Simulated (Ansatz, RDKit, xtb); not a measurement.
# C5H5F3O: ranking a sample of isomers

A sample of isomers of C5H5F3O is drawn. Aim: find which of them has the lowest free energy at 298.15 K, then its properties. The sample is small against all isomers, and the most stable one of this formula need not be in it.

The funnel: GFN2-xTB relaxations, single points with a density functional, relaxations at r2SCAN-D4/def2-SVP, harmonic vibrations (at GFN2-xTB), and a last energy at a higher level. All values are calculated.

**1. Possible bonding patterns**

Isomers were taken from a list of plausible structures; this is a sample, not all of them. That gives 4 candidates.

```tsv
label	SMILES	spin
c008	C/C(O)=C/C(F)=C(F)F	singlet
c477	CC(=O)CC(F)=C(F)F	singlet
c747	C/C(O)=C\C(F)=C(F)F	singlet
c800	C=C(O)CC(F)=C(F)F	singlet
```

Candidates are built by distance geometry, with a force field where one applies, in up to four conformers (letters a to d).

**Question.** With final energies at CCSD(T)/def2-SVP + MP2/def2-TZVPP - MP2/def2-SVP, which structure will this search put lowest in free energy, and by what margin?

| quantity | value |
| --- | --- |
| lowest structure found | CC(=O)CC(F)=C(F)F, singlet |
| next finalist | C/C(O)=C/C(F)=C(F)F, singlet, 7.6 kcal/mol higher in G |
| share at equilibrium, among the finalists | 100.0 % |

`CC(=O)CC(F)=C(F)F` comes out lowest. Among the finalists first place is clear (7.6 kcal/mol); structures outside the list aren't covered. With 5 minima in the window unscreened, the next finalist need not be the second lowest, and margin and share hold for the finalists alone. GFN2-xTB, HF/STO-3G, r2SCAN-D4/def2-SVP, r2SCAN-D4/def2-SVP, relaxed, HF/def2-SVP and MP2/def2-SVP already put its bonding pattern lowest among the structures in one piece. 5 minima inside the window were never screened. The search is not exhaustive (a finite list of starts, one conformer a finalist), so a lower isomer can't be ruled out. Only 4 drawn patterns were tried, so whole families of isomers are missing, and the result ranks only the part of this sample that was screened. The lowest isomer need not be the one that is made and kept in a bottle, which depends on barriers.
